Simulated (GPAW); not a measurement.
**BiH2Br (SMILES [H][Bi]([H])[Br]): levels of theory compared**

Wanted: a comparison of 3 runs (PBE/real-space grid, PBEsol/real-space grid, PBE/dzp) of BiH2Br. The job is set up through an ASE script.

The results are computed with GPAW 26.7.0.

1 further run of the same task is left out (set aside as unsound or not needed).

### 1 Starting point

BiH2Br: 4 atoms, total charge 0, spin state singlet. As SMILES, `[H][Bi]([H])[Br]`. The shape comes from GFN2-xTB, which is rough for such elements, and wasn't checked as a minimum.

Bond lengths: Bi1–Br4 2.591 Å, Bi1–H2 1.781 Å, Bi1–H3 1.780 Å. Angles: H2–Bi1–Br4 89.9°, H3–Bi1–Br4 90.1°, H2–Bi1–H3 88.1°.

### 2 Energy and one-electron properties at PBE/real-space grid (scalar-relativistic datasets) (run 1)

The input, sp.py:

```python
import numpy as np
from ase import Atoms
from ase.units import Bohr, Debye
from gpaw import GPAW

positions_bohr = np.array(
              [[  0.164576,   0.311484,   1.684653],
               [  2.875237,   0.240902,  -0.307836],
               [ -1.133590,   2.651021,  -0.352604],
               [ -1.906223,  -3.203388,  -1.024194]])
atoms = Atoms("BiHHBr", positions=positions_bohr * Bohr)
atoms.center(vacuum=4.5)

calculator = GPAW(mode="fd", h=0.18, xc="PBE", maxiter=150, txt="-")
atoms.calc = calculator

energy = atoms.get_potential_energy()
print(f"Energy: {energy:.5f} eV")
forces = atoms.get_forces()
print("Forces (eV/Ang)")
for symbol, f in zip(atoms.symbols, forces):
    print(f'{symbol:2} {f[0]:9.4f} {f[1]:9.4f} {f[2]:9.4f}')
dipole = atoms.get_dipole_moment() / Debye
print(f"Dipole: {np.linalg.norm(dipole):.3f} D")
homo, lumo = calculator.get_homo_lumo()
print(f"HOMO: {homo:.3f} eV")
print(f"LUMO: {lumo:.3f} eV")
print(f"Gap = {lumo - homo:.3f} eV")
```

The run is started by

```bash
$ python3 -u sp.py | tee sp.out
```

Standard output:

```text
[...]
Number of symmetries: 1
[...]
  Number of IBZ points: 1
[...]
Spin-components: 1 (collinear spins)
Bands:           15
[...]
  Valence electrons: 24.0
[...]
  Grid points: [64 68 56]
  Charge: 0.0  # |e|
[...]
    cutoffs:
[...]
occupation numbers:
  # Zero width
[...]
xc functional:
  name: PBE with 2 nearest neighbor stencil
[...]
|iter     |     time |      energy | eigst |  dens |
[...]
|iter:   1| 00:00:02 |  -13.447977 | +0.59 |       |
[...]
|iter:  15| 00:00:11 |  -12.661461c| -7.74c| -6.11c|
Converged in 15 steps
[...]
Energy contributions relative to reference atoms: (reference = -655775.611006)
Energy contributions:
  Kinetic:          29.426238
  Coulomb:         -29.367650
  Zero:             -1.555261
  External:          0.000000
  Xc:              -11.164788
  Entropy:           0.000000
  Spinorbit:         0.000000
  ----------------------------
  Free energy:     -12.661461
  Extrapolated:    -12.661461
dipole moment: (0.227818, 0.390818, 0.488850)  # |e|*Ang
Fermi level: -4.606
[...]
Gap: 3.699 eV
Transition (v -> c):
[...]
Forces (eV/Ang)
Bi   -0.0014   -0.0158    0.4224
H     0.3849    0.0684   -0.1194
H    -0.1262    0.3715   -0.1307
Br   -0.2534   -0.4200   -0.1514
Dipole: 3.199 D
HOMO: -6.455 eV
LUMO: -2.756 eV
Gap = 3.699 eV
```

Wall time 12 s (1 thread of AMD EPYC 9R45 (Zen 5), shared host); peak memory 0.64 GiB.

### 3 The solvation energy at PBEsol/real-space grid (scalar-relativistic datasets, continuum, electrostatics alone, water's cavity methanol) (run 2)

The input, BiBrH2.sdf:

```

     RDKit          3D

  4  3  0  0  0  0  0  0  0  0999 V2000
    0.0871    0.1648    0.8915 Bi  0  0  0  0  0  3  0  0  0  0  0  0
    1.5215    0.1275   -0.1629 H   0  0  0  0  0  0  0  0  0  0  0  0
   -0.5999    1.4029   -0.1866 H   0  0  0  0  0  0  0  0  0  0  0  0
   -1.0087   -1.6952   -0.5420 Br  0  0  0  0  0  0  0  0  0  0  0  0
  2  1  1  0
  3  1  1  0
  4  1  1  0
M  END
$$$$
```

The input, solv.py:

```python
import numpy as np
from ase.io import read
from ase.units import Debye, kcal, mol
from gpaw import GPAW, setup_paths
from gpaw.atom.configurations import parameters
from gpaw.atom.generator import Generator
from gpaw.solvation import EffectivePotentialCavity, GradientSurface, LinearDielectric, Power12Potential, SolvationGPAW
from gpaw.utilities.adjust_cell import adjust_cell

# Structure
atoms = read("BiBrH2.sdf")
adjust_cell(atoms, 4.5, h=0.2)

# No datasets are shipped for this functional: make them
for symbol in ["Bi", "Br", "H"]:
    Generator(symbol, xcname="PBEsol", scalarrel=True, nofiles=True, txt=None).run(**parameters[symbol])
setup_paths.insert(0, ".")

# GPAW settings
calc = GPAW(mode="fd",
            h=0.2,
            xc="PBEsol",
            maxiter=100,
            legacy_gpaw=True,
            txt="BiBrH2.txt")
atoms.calc = calc
e_gas = atoms.get_potential_energy()
mu_gas = np.linalg.norm(atoms.get_dipole_moment()) / Debye

# Dielectric constant of methanol; cavity of the water model, electrostatics alone
solvent = dict(cavity=EffectivePotentialCavity(effective_potential=Power12Potential(atomic_radii={"H": 1.09}, u0=0.18),
                                               temperature=298.15, surface_calculator=GradientSurface()),
               dielectric=LinearDielectric(epsinf=32.6),
               interactions=[])
calc = SolvationGPAW(mode="fd",
                     h=0.2,
                     xc="PBEsol",
                     maxiter=100,
                     txt="solvated.txt",
                     **solvent)
atoms.calc = calc
e_sol = atoms.get_potential_energy()
mu_sol = np.linalg.norm(atoms.get_dipole_moment()) / Debye
dg = (e_sol - e_gas) / (kcal / mol)
print(f"Electrostatic solvation energy{dg:.2f} kcal/mol")
print(f'Dipole {mu_gas:.3f} D in gas, {mu_sol:.3f} D in solution')
```

The run is started by

```bash
$ python3 solv.py
```

Standard output:

```text
Electrostatic solvation energy-6.32 kcal/mol
Dipole 3.112 D in gas, 4.911 D in solution
```

BiBrH2.txt:

```text
___ ___ ___ _ _ _
 |   |   |_  | | | |
 | | | | | . | | | |
 |__ |  _|___|_____|  26.7.0
 |___|_|

units:  Angstrom and eV
cores:  1
OpenMP: False

Versions:
  Python: 3.12.14
  ASE:    3.29.0
  Numpy:  2.5.5
  Scipy:  1.18.1
  Libxc:  7.0.0

        _gpaw.cpython-312-x86_64-linux-gnu.so

Input parameters:
  h: 0.2
  maxiter: 100
  mode: fd
  xc: PBEsol

System changes: positions, numbers, cell, pbc, initial_charges, initial_magmoms

Initialize ...

[... 75 lines left out ...]
Reference energy: -655573.741617  # eV
[... 4 lines left out ...]
 Maximum [total energy] change in last 3 cyles: 0.0005 eV / valence electron
[... 14 lines left out ...]
       k-points in crystal coordinates                weights
[... 121 lines left out ...]
Converged after 21 iterations.
[... 13 lines left out ...]
Free energy:    -13.043973
[... 90 lines left out ...]
Memory usage: 464.46 MiB
```

solvated.txt:

```text
___ ___ ___ _ _ _
 |   |   |_  | | | |
 | | | | | . | | | |
 |__ |  _|___|_____|  26.7.0
 |___|_|

units:  Angstrom and eV
cores:  1
OpenMP: False

Versions:
  Python: 3.12.14
  ASE:    3.29.0
  Numpy:  2.5.5
  Scipy:  1.18.1
  Libxc:  7.0.0

        _gpaw.cpython-312-x86_64-linux-gnu.so

Input parameters:
  h: 0.2
  maxiter: 100
  mode: fd
  xc: PBEsol

[... 97 lines left out ...]
Convergence criteria:
[... 15 lines left out ...]
       k-points in crystal coordinates                weights
[... 34 lines left out ...]
      Finite-difference x-derivative with O(h^6) error (6 points)
      Finite-difference y-derivative with O(h^6) error (6 points)
      Finite-difference z-derivative with O(h^6) error (6 points)
[... 42 lines left out ...]
Bands to converge: occupied
[... 79 lines left out ...]
Free energy:    -13.317877
[... 76 lines left out ...]
Memory usage: 764.43 MiB
```

Run time: 45 s. Hardware: 1 thread of AMD EPYC 9R45 (Zen 5), shared host; peak memory 0.75 GiB.

### 4 Energy and one-electron properties at PBE/dzp (scalar-relativistic datasets) (run 3)

The input, sp.py:

```python
import numpy as np
from ase.io.zmatrix import parse_zmatrix
from ase.units import Debye
from gpaw import GPAW

# Set up the molecule
molecule = parse_zmatrix("""
Bi
H 1 1.780638
H 1 1.779569 2 88.09991
Br 1 2.591369 3 90.05676 2 -89.8861
""")
molecule.center(vacuum=4.5)

# Calculator
calc = GPAW(mode="lcao", basis="dzp", h=0.18, xc="PBE", maxiter=150, txt="-")
molecule.calc = calc

energy = molecule.get_potential_energy()
print(f"Energy: {energy:.5f} eV")
forces = molecule.get_forces()
print("Forces (eV/Ang)")
for symbol, f in zip(molecule.symbols, forces):
    print(f'{symbol:2} {f[0]:9.4f} {f[1]:9.4f} {f[2]:9.4f}')
dipole = molecule.get_dipole_moment() / Debye
print(f"Dipole: {np.linalg.norm(dipole):.3f} D")
homo, lumo = calc.get_homo_lumo()
print(f"HOMO: {homo:.3f} eV")
print(f"LUMO: {lumo:.3f} eV")
print(f"Gap                     {lumo - homo:.3f} eV")
```

The run is started by

```bash
$ python3 -u sp.py | tee sp.out
```

Standard output:

```text
[...]
Number of symmetries: 1
[...]
  Number of IBZ points: 1
[...]
basis functions: 46
Spin-components: 1 (collinear spins)
Bands:           15
[...]
  Valence electrons: 24.0
[...]
  Grid points: [60 60 64]
  Charge: 0.0  # |e|
[...]
    cutoffs:
[...]
occupation numbers:
  # Zero width
[...]
xc functional:
  name: PBE with 2 nearest neighbor stencil
[...]
|iter     |     time |      energy | eigst |  dens |
[...]
|iter:   1| 00:00:02 |  -11.715239 |      c|       |
[...]
|iter:   8| 00:00:05 |  -10.962831c|      c| -4.53c|
Converged in 8 steps
[...]
Energy contributions relative to reference atoms: (reference = -655775.611006)
Energy contributions:
  Kinetic:          26.950650
  Coulomb:         -26.394702
  Zero:              0.006666
  External:          0.000000
  Xc:              -11.525444
  Entropy:           0.000000
  Spinorbit:         0.000000
  ----------------------------
  Free energy:     -10.962831
  Extrapolated:    -10.962831
dipole moment: (-0.103153, -0.097542, 0.637455)  # |e|*Ang
Fermi level: -4.117
[...]
Gap: 3.647 eV
Transition (v -> c):
[...]
Forces (eV/Ang)
Bi   -0.3284   -0.3355    0.3804
H     0.4507   -0.0271    0.1684
H    -0.0181    0.4737    0.1559
Br   -0.1073   -0.1035   -0.6910
Dipole: 3.137 D
HOMO: -5.940 eV
LUMO: -2.293 eV
Gap                     3.647 eV
```

Run time: 5.1 s. Hardware: 1 thread of AMD EPYC 9R45 (Zen 5), shared host; peak memory 0.58 GiB.

### 5 The series

```tsv
run	level	task	grid spacing	energy (Eh)	dipole moment (D)	HOMO energy (eV)	LUMO energy (eV)	wall time
1	PBE/real-space grid (scalar-relativistic datasets)	properties	0.18	-24099.774504	3.20	-6.46	-2.76	12 s
2	PBEsol/real-space grid (scalar-relativistic datasets, continuum, electrostatics alone, water's cavity methanol)	solvation	0.2	-24092.380064	4.91	-6.29	-2.32	45 s
3	PBE/dzp (scalar-relativistic datasets)	properties	0.18	-24099.712080	3.14	-5.94	-2.29	5.1 s
```

### 6 What came out

```
                                                     quantity        value
run 3: energy as printed (from the program's reference atoms)  -10.9628 eV
                                         run 3: dipole moment       3.14 D
                                           run 3: HOMO energy     -5.94 eV
                                           run 3: LUMO energy     -2.29 eV
                                         run 3: HOMO–LUMO gap      3.65 eV
                              run 3: largest force on an atom   0.707 eV/Å
```

**Reading.** The dipole moment (its size) runs from 3.14 D (PBE/dzp) to 4.91 D (PBEsol/real-space grid). The two ends differ in method and basis and solvent. The HOMO–LUMO gap runs from 3.65 eV (PBE/dzp) to 3.98 eV (PBEsol/real-space grid). Totals of different functionals can't be ranked against each other. All runs together took 62 s, the longest 45 s.
